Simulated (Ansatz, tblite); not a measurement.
**The cluster As2Se3−: one state, many levels**

One table from this session's results is given with a row withheld; the runs are named, their logs left out.

Method: as each input shows; program: Ansatz 0.2.0, Gaussian basis.

Levels to be run: GFN1-xTB, GFN2-xTB, PBE-D4/def2-TZVPD, r2SCAN-D4/def2-TZVPD, r2SCAN0-D4/def2-TZVPD, PBE-D4/def2-SVPD, PBE0-D4/def2-SVPD, HF/STO-3G, MP2/def2-TZVPD, RPA/def2-TZVPD.

6 further runs of the same task are left out: 4 that didn't finish, 2 set aside as unsound or not needed. Runs told in other sessions of the task aren't counted.

## The structure

The geometry is that of the doublet, from an earlier relaxation (PBE-D4/def2-SVPD). At that level it is the lowest of the isomers that a small search found.

5 atoms, charge -1, spin multiplicity 2.

Bond lengths: As1–As2 2.643 Å, As1–Se4 2.285 Å, As1–Se5 2.474 Å, As2–Se3 2.285 Å, As2–Se5 2.474 Å. Angles: As2–As1–Se4 105.9°, As2–As1–Se5 57.7°, Se4–As1–Se5 109.6°, As1–As2–Se3 105.9°, As1–As2–Se5 57.7°, Se3–As2–Se5 109.6°, As1–Se5–As2 64.5°.

Coordinates:

```xyz
5
charge -1, multiplicity 2
As    1.3119   -0.0963   -0.2459
As   -1.3034    0.2687   -0.1454
Se   -1.6099    2.4951    0.2693
Se    1.6413   -1.9102   -1.5964
Se   -0.0399   -0.7573    1.7184
```

The ion is computed in the gas phase, without counter-ions or solvent.

PBE0-D4/def2-TZVPD was run before; its log isn't repeated, and its numbers join the tables.

Set-up of the first run:

Tight binding, by tblite at 300 K electronic temperature and without a spin-polarisation term:

```python
tblite.interface.Calculator('GFN1-xTB', numbers, positions, charge=-1, uhf=1).singlepoint()
```

Tight binding, by tblite at 300 K electronic temperature and without a spin-polarisation term:

```python
tblite.interface.Calculator('GFN2-xTB', numbers, positions, charge=-1, uhf=1).singlepoint()
```

start.molden holds the orbitals of an earlier run on this state, given as this run's starting guess.

in.yaml

```yaml
crystal:
  periodic: [false, false, false]
  atoms:
    - {symbol: As, position_ang: [1.311918, -0.096314, -0.245928]}
    - {symbol: As, position_ang: [-1.303380, 0.268731, -0.145358]}
    - {symbol: Se, position_ang: [-1.609920, 2.495084, 0.269305]}
    - {symbol: Se, position_ang: [1.641257, -1.910239, -1.596375]}
    - {symbol: Se, position_ang: [-0.039875, -0.757261, 1.718367]}
basis:
  gaussian: {orbitals: def2-TZVPD, initial_orbitals: start.molden}
total_charge: -1
magnetization: {spin_polarized: true, initial_magnetization: 1}
hamiltonian: {xc: pbe, dispersion: d4}
scf: {omitted_lower_state_checks: [starts]}
output: {orbitals: {seedname: orbitals}}
```

Command:

```
ansatz run in.yaml --threads 4 --pin off --events-out ev --progress --plain --max-ram 4787MiB
```

Among the steps run: PBE-D4/def2-TZVPD; r2SCAN-D4/def2-TZVPD; r2SCAN0-D4/def2-TZVPD; PBE-D4/def2-SVPD; PBE0-D4/def2-SVPD; HF/STO-3G; MP2/def2-TZVPD; RPA/def2-TZVPD.

One of the session's tables, all rows but one given; the rest of the session is left out.

```
                level  HOMO (eV)  LUMO (eV)  gap (eV)
            HF/STO-3G       0.32       7.02      6.70
     PBE-D4/def2-SVPD      -1.36      -0.88      0.48
    PBE-D4/def2-TZVPD      -1.35      -0.85      0.50
 r2SCAN-D4/def2-TZVPD      -1.63      -0.88      0.75
    PBE0-D4/def2-SVPD      -2.33      -0.39      1.94
   PBE0-D4/def2-TZVPD          ?          ?         ?
r2SCAN0-D4/def2-TZVPD      -2.53      -0.34      2.19
```

Q: Estimate the row for PBE0-D4/def2-TZVPD from the others.

**Answer.** HOMO (eV): -2.32; LUMO (eV): -0.35; gap (eV): 1.97. In the column «HOMO (eV)» it lies between PBE0-D4/def2-SVPD (-2.33) and r2SCAN-D4/def2-TZVPD (-1.63).

Caveats from the session: The anion's highest level is positive in at least one run, so there the basis alone may hold the extra electron.
